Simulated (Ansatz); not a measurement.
# C2H8OSi2: a ladder of functionals and wavefunction methods

An exercise on one series of results from a longer session: the logs are not shown, and one member is left open.

Method: functionals in def2-TZVPP, the program's frozen cores in correlated methods; program: Ansatz 0.2.0, Gaussian basis.

Plan: LDA (SPW92), PBE-D4, revPBE-D4, BLYP-D4, r2SCAN-D4, B97M-V, PBE0-D4, B3LYP-D4, r2SCANh-D4, r2SCAN0-D4, HSE06-D4, BHLYP-D4, CAM-B3LYP-D4, LC-ωPBE, ωB97X-V, ωB97M-V, B2PLYP, PBE-QIDH; CCSD(T)/def2-SVP; CCSD(T)/def2-TZVPP; MP2/def2-QZVPP; extrapolation to the limit; RPA on PBE.

## The geometry

An earlier PBE0-D4 in a triple-zeta def2 set relaxation fixed the geometry.

SMILES `CC1(O)[SiH2][SiH2]1`, 13 atoms, charge 0, spin multiplicity 1.

Atoms are counted from 1 here; the program's logs count them from 0.

Bond lengths: C1–C2 1.510 Å, C1–H6 1.094 Å, C1–H7 1.094 Å, C1–H8 1.096 Å, C2–O3 1.415 Å, C2–Si4 1.917 Å, C2–Si5 1.934 Å, O3–H9 0.963 Å, Si4–Si5 2.259 Å, Si4–H10 1.481 Å, Si4–H11 1.484 Å, Si5–H12 1.483 Å, Si5–H13 1.485 Å. Angles: C2–C1–H6 111.5°, C2–C1–H7 110.6°, C2–C1–H8 111.1°, H6–C1–H7 108.0°, H6–C1–H8 107.2°, H7–C1–H8 108.3°, C1–C2–O3 113.9°, C1–C2–Si4 117.5°, C1–C2–Si5 117.8°, O3–C2–Si4 112.6°, O3–C2–Si5 116.7°, Si4–C2–Si5 71.8°, C2–O3–H9 108.2°, C2–Si4–Si5 54.4°, C2–Si4–H10 116.3°, C2–Si4–H11 115.8°, Si5–Si4–H10 120.4°, Si5–Si4–H11 121.9° and more.

Set-up of the first run:

in.yaml reads:

```yaml
crystal:
  periodic: [false, false, false]
  atoms:
    - {symbol: C, position_ang: [-1.424577, 0.445030, 0.410520]}
    - {symbol: C, position_ang: [-0.123058, -0.306708, 0.264159]}
    - {symbol: O, position_ang: [-0.026503, -1.453932, 1.087599]}
    - {symbol: Si, position_ang: [0.524199, -0.617295, -1.513466]}
    - {symbol: Si, position_ang: [1.492842, 0.727979, 0.020535]}
    - {symbol: H, position_ang: [-1.481287, 1.287932, -0.284605]}
    - {symbol: H, position_ang: [-2.274629, -0.214896, 0.211633]}
    - {symbol: H, position_ang: [-1.534802, 0.851786, 1.422724]}
    - {symbol: H, position_ang: [0.075525, -1.162215, 1.999565]}
    - {symbol: H, position_ang: [1.074888, -1.964742, -1.784051]}
    - {symbol: H, position_ang: [-0.316517, -0.078267, -2.610764]}
    - {symbol: H, position_ang: [2.667159, 0.242998, 0.785291]}
    - {symbol: H, position_ang: [1.367257, 2.207528, 0.005656]}
basis:
  gaussian: {orbitals: def2-TZVPP}
hamiltonian: {xc: lda}
output: {orbitals: {seedname: orbitals}}
```

Command:

```console
$ ansatz run in.yaml --threads 4 --pin off --events-out ev --progress --plain --max-ram 10444MiB
```

Steps of the session up to this table: LDA; PBE-D4 (GGA); revPBE-D4 (GGA); BLYP-D4 (GGA); r2SCAN-D4 (meta-GGA); B97M-V (meta-GGA); PBE0-D4 (hybrid); B3LYP-D4 (hybrid); r2SCANh-D4 (hybrid); r2SCAN0-D4 (hybrid); HSE06-D4 (hybrid); BHLYP-D4 (hybrid); CAM-B3LYP-D4 (range-separated); LC-ωPBE (range-separated); ωB97X-V (range-separated); ωB97M-V (range-separated); B2PLYP (double hybrid); PBE-QIDH (double hybrid).

One table of the session follows, with a row left open; its other results are not shown here.

It belongs to the step «Frontier levels by functional». 

```
  functional  HOMO (eV)  gap (eV)
 LDA (SPW92)      -5.54      4.23
      PBE-D4      -5.42      4.30
   revPBE-D4          ?         ?
     BLYP-D4      -5.28      4.29
   r2SCAN-D4      -5.62      4.80
      B97M-V      -5.74      4.72
     PBE0-D4      -6.54      6.23
    B3LYP-D4      -6.34      5.83
  r2SCANh-D4      -6.04      5.50
  r2SCAN0-D4      -6.67      6.54
    HSE06-D4      -6.14      5.47
    BHLYP-D4      -7.51      8.05
CAM-B3LYP-D4      -7.79      8.45
     LC-ωPBE      -9.05     10.78
     ωB97X-V      -8.75     10.38
     ωB97M-V      -8.59      9.92
```

Estimate the missing values for revPBE-D4.

As computed: HOMO (eV): -5.36; gap (eV): 4.33. In the column «HOMO (eV)» it lies between PBE-D4 (-5.42) and BLYP-D4 (-5.28).
